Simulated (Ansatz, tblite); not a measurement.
**Ga5As4 zinc blende off sphere (Ga₅As₄H₁₆−): a ladder of methods and basis sets**

One table from this session's results is given with a row withheld; the runs are named, their logs left out.

Computed with Ansatz 0.2.0, Gaussian basis. Level: as each input shows.

Levels to be run: GFN1-xTB, GFN2-xTB, PBE-D4/def2-TZVP, r2SCAN-D4/def2-TZVP, B97M-V/def2-TZVP, LC-ωPBE/def2-TZVP, HF/def2-TZVP, LC-ωPBE(0.10)/def2-SVP, LC-ωPBE(0.15)/def2-SVP, LC-ωPBE(0.20)/def2-SVP, LC-ωPBE(0.30)/def2-SVP, PBE-D4/def2-SVP, PBE0-D4/def2-SVP, HF/6-31G, B3LYP-D4/6-31G, MP2/def2-TZVP, RPA/def2-TZVP.

## The structure

The singlet was relaxed beforehand with PBE-D4/def2-SVP.

25 atoms, charge -1, spin multiplicity 1.

Bond lengths: Ga1–As6 2.484 Å, Ga1–As7 2.530 Å, Ga1–H10 1.590 Å, Ga1–H11 1.590 Å, Ga2–As6 2.484 Å, Ga2–As8 2.531 Å, Ga2–H12 1.591 Å, Ga2–H13 1.590 Å, Ga3–As6 2.509 Å, Ga3–As9 2.508 Å, Ga3–H14 1.590 Å, Ga3–H15 1.590 Å, Ga4–As7 2.530 Å, Ga4–As9 2.484 Å, Ga4–H16 1.590 Å, Ga4–H17 1.590 Å, Ga5–As8 2.530 Å, Ga5–As9 2.484 Å and more. Angles: As6–Ga1–As7 98.3°, As6–Ga1–H10 112.2°, As6–Ga1–H11 111.3°, As7–Ga1–H10 107.0°, As7–Ga1–H11 104.5°, H10–Ga1–H11 120.6°, As6–Ga2–As8 98.3°, As6–Ga2–H12 112.2°, As6–Ga2–H13 111.3°, As8–Ga2–H12 107.0°, As8–Ga2–H13 104.5°, H12–Ga2–H13 120.6°, As6–Ga3–As9 99.9°, As6–Ga3–H14 108.5°, As6–Ga3–H15 108.5°, As9–Ga3–H14 108.6°, As9–Ga3–H15 108.6°, H14–Ga3–H15 120.6° and more.

The ion is computed in the gas phase, without counter-ions or solvent.

PBE0-D4/def2-TZVP was run before; its log isn't repeated, and its numbers join the tables.

The first run:

Tight binding, by tblite at 300 K electronic temperature and without a spin-polarisation term:

```python
tblite.interface.Calculator('GFN1-xTB', numbers, positions, charge=-1, uhf=0).singlepoint()
```

Tight binding, by tblite at 300 K electronic temperature and without a spin-polarisation term:

```python
tblite.interface.Calculator('GFN2-xTB', numbers, positions, charge=-1, uhf=0).singlepoint()
```

start.molden holds the orbitals of an earlier run on this state, given as this run's starting guess.

File in.yaml:

```yaml
crystal:
  periodic: [false, false, false]
  atoms:
    - {symbol: Ga, position_ang: [0.238309, -3.074695, -0.136487]}
    - {symbol: Ga, position_ang: [0.232651, -0.135447, -3.075345]}
    - {symbol: Ga, position_ang: [-2.696768, -0.006708, -0.001708]}
    - {symbol: Ga, position_ang: [0.229314, 0.134294, 3.074789]}
    - {symbol: Ga, position_ang: [0.222540, 3.075246, 0.136492]}
    - {symbol: As, position_ang: [-1.079449, -1.361237, -1.359552]}
    - {symbol: As, position_ang: [1.346688, -1.546356, 1.548286]}
    - {symbol: As, position_ang: [1.338290, 1.554883, -1.550628]}
    - {symbol: As, position_ang: [-1.087299, 1.354358, 1.358043]}
    - {symbol: H, position_ang: [1.394930, -3.695898, -1.033764]}
    - {symbol: H, position_ang: [-0.702533, -4.013074, 0.736382]}
    - {symbol: H, position_ang: [1.392166, -1.029501, -3.696569]}
    - {symbol: H, position_ang: [-0.712212, 0.732338, -4.013808]}
    - {symbol: H, position_ang: [-3.482578, -0.986323, 0.973316]}
    - {symbol: H, position_ang: [-3.485310, 0.968154, -0.979034]}
    - {symbol: H, position_ang: [-0.711511, -0.741177, 4.010405]}
    - {symbol: H, position_ang: [1.381916, 1.034708, 3.698989]}
    - {symbol: H, position_ang: [-0.722953, 4.010350, -0.734847]}
    - {symbol: H, position_ang: [1.376500, 3.700644, 1.034365]}
    - {symbol: H, position_ang: [-1.986803, -2.235497, -2.232044]}
    - {symbol: H, position_ang: [2.273586, -2.408049, 2.411570]}
    - {symbol: H, position_ang: [2.473500, -0.813472, 0.818766]}
    - {symbol: H, position_ang: [2.255447, 2.423969, -2.417196]}
    - {symbol: H, position_ang: [2.473417, 0.831960, -0.824362]}
    - {symbol: H, position_ang: [-1.999239, 2.224130, 2.230140]}
basis:
  gaussian: {orbitals: def2-TZVP, fitting: {mean_field: def2-universal-jkfit}, initial_orbitals: start.molden}
total_charge: -1
hamiltonian: {xc: pbe, dispersion: d4}
scf: {omitted_lower_state_checks: [starts]}
output: {forces: true, orbitals: {seedname: orbitals}}
```

The run is started by

```
ansatz run in.yaml --threads 2 --pin off --events-out ev --progress --plain --max-ram 32768MiB --backend cuda --devices 0, --max-vram 18GiB
```

Steps of the session up to this table: PBE-D4/def2-TZVP; r2SCAN-D4/def2-TZVP; B97M-V/def2-TZVP; LC-ωPBE/def2-TZVP; HF/def2-TZVP; LC-ωPBE(0.10)/def2-SVP; LC-ωPBE(0.15)/def2-SVP; LC-ωPBE(0.20)/def2-SVP; LC-ωPBE(0.30)/def2-SVP; PBE-D4/def2-SVP; PBE0-D4/def2-SVP; HF/6-31G; B3LYP-D4/6-31G; MP2/def2-TZVP; RPA/def2-TZVP.

One of the session's tables, all rows but one given; the rest of the session is left out.

| level | HOMO (eV) | LUMO (eV) | gap (eV) |
| --- | --- | --- | --- |
| HF/6-31G | -6.26 | 4.83 | 11.08 |
| HF/def2-TZVP | -6.30 | 4.85 | 11.15 |
| PBE-D4/def2-SVP | -2.92 | 1.36 | 4.28 |
| PBE-D4/def2-TZVP | -3.01 | 1.21 | 4.22 |
| r2SCAN-D4/def2-TZVP | ? | ? | ? |
| B97M-V/def2-TZVP | -3.41 | 1.12 | 4.52 |
| B3LYP-D4/6-31G | -3.75 | 2.13 | 5.87 |
| PBE0-D4/def2-SVP | -3.98 | 2.07 | 6.04 |
| PBE0-D4/def2-TZVP | -4.03 | 1.93 | 5.96 |
| LC-ωPBE/def2-TZVP | -6.42 | 3.95 | 10.37 |
| LC-ωPBE(0.10)/def2-SVP | -4.31 | 2.70 | 7.02 |
| LC-ωPBE(0.15)/def2-SVP | -4.84 | 3.18 | 8.02 |
| LC-ωPBE(0.20)/def2-SVP | -5.27 | 3.52 | 8.80 |
| LC-ωPBE(0.30)/def2-SVP | -5.93 | 3.93 | 9.87 |

Q: Estimate the row for r2SCAN-D4/def2-TZVP from the others.

As computed: HOMO (eV): -3.27; LUMO (eV): 1.35; gap (eV): 4.62. In the column «HOMO (eV)» it lies between B97M-V/def2-TZVP (-3.41) and PBE-D4/def2-TZVP (-3.01).
